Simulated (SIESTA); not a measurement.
## NiMoIrPdW: relaxation of cell and atoms with LDA

NiMoIrPdW:

```
Ni Mo Pd Ir W
1.0
     4.11705    0.00000    0.00000
    -2.05853    3.56547    0.00000
     0.00000    0.00000    5.44580
Ni Mo Pd Ir W
1 1 1 1 1
Direct
  0.00000 0.00000 0.95775
  0.66667 0.33333 0.96161
  0.66667 0.33333 0.46295
  0.33333 0.66667 0.72572
  0.33333 0.66667 0.23642
```

The cell was built by a generator and needn't be a form met in nature.

* Program: SIESTA 5.4.2
* Task: relaxation of cell and atoms
* Functional: LDA
* Potentials or basis: PseudoDojo 0.4 standard (LDA files)
* Basis: DZP (energy shift 0.003 Ry; two zetas on semicore shells)
* Grid cutoff: 800 Ry
* Energy shift: 0.003 Ry
* k mesh: 6 × 6 × 4
* Occupations: fermi-dirac, width 0.05 eV
* Spin: collinear spin, ferromagnetic start
* Starting moments: [1.0, 1.0, 0.0, 0.6, 0.0] μB
* optimiser: CG
* force tolerance: 0.02 eV/Å
* MPI ranks: 4

```yaml
Relaxed_volume: 15.29 Å³/atom
Relaxed_cell: a = 4.046 Å, b = 4.046 Å, c = 5.394 Å, α = 90.00°, β = 90.00°, γ = 120.00°
Space_group_after_relaxing_to_0.05_Å: P3m1 (No. 156)
Energy_gained_by_relaxing: 25.2 meV/atom
Ionic_steps: 10
Pressure_after_relaxing: 0.0 GPa
Largest_force_after_relaxing: 0.012 eV/Å
Band_gap_on_the_k_mesh: none (metal or under the smearing width)
Net_moment: 0.00 μB per cell
```

Forces on the atoms (eV/Å):
```
Ni   0.003 -0.002  0.003
Mo  -0.004  0.002 -0.003
Pd  -0.001  0.000 -0.012
Ir   0.001 -0.001  0.000
W    0.001  0.000  0.007
```

Step by step:
| step | energy change (eV) | largest force (eV/Å) | pressure (GPa) | volume (Å³) |
| --- | --- | --- | --- | --- |
| 1 | 0.0000 | 0.1834 | -10.45 | 79.94 |
| 2 | -0.1151 | 0.1938 | -2.34 | 77.23 |
| 3 | 0.0273 | 0.5284 | 14.10 | 73.03 |
| 4 | -0.1207 | 0.2432 | -0.11 | 76.58 |
| 5 | -0.0213 | 1.6365 | 1.50 | 76.03 |
| 6 | -0.1248 | 0.0770 | -0.02 | 76.50 |
| 7 | -0.1258 | 0.0852 | 0.02 | 76.46 |
| 8 | -0.1259 | 0.0624 | 0.02 | 76.47 |
| 9 | -0.1250 | 0.1034 | 0.03 | 76.46 |
| 10 | -0.1259 | 0.0123 | 0.01 | 76.47 |

Final structure:
```
Ni Mo Pd Ir W
1.0
     4.04607    0.00000    0.00001
    -2.02304    3.50400   -0.00001
     0.00001   -0.00001    5.39354
Ni Mo Pd Ir W
1 1 1 1 1
Direct
  0.99999 0.00001 0.95457
  0.66669 0.33331 0.96484
  0.66667 0.33333 0.46603
  0.33333 0.66667 0.72315
  0.33333 0.66667 0.23565
```

Wall time 12 min on 4 MPI ranks on Intel(R) Xeon(R) Platinum 8259CL CPU @ 2.50GHz (Skylake/Cascade Lake), with other jobs on the host, peak memory 0.46 GiB a rank.

Caveat: short orbitals over semicore shells can move pressures by several GPa; the valence orbitals were made in a potential fitted to the semicore shell under them, which widens gaps by tenths of an eV or more; the basis of atomic orbitals isn't converged, which shifts pressures, moduli and gaps. Spin-orbit coupling is left out, which matters for the levels of Ir, W.
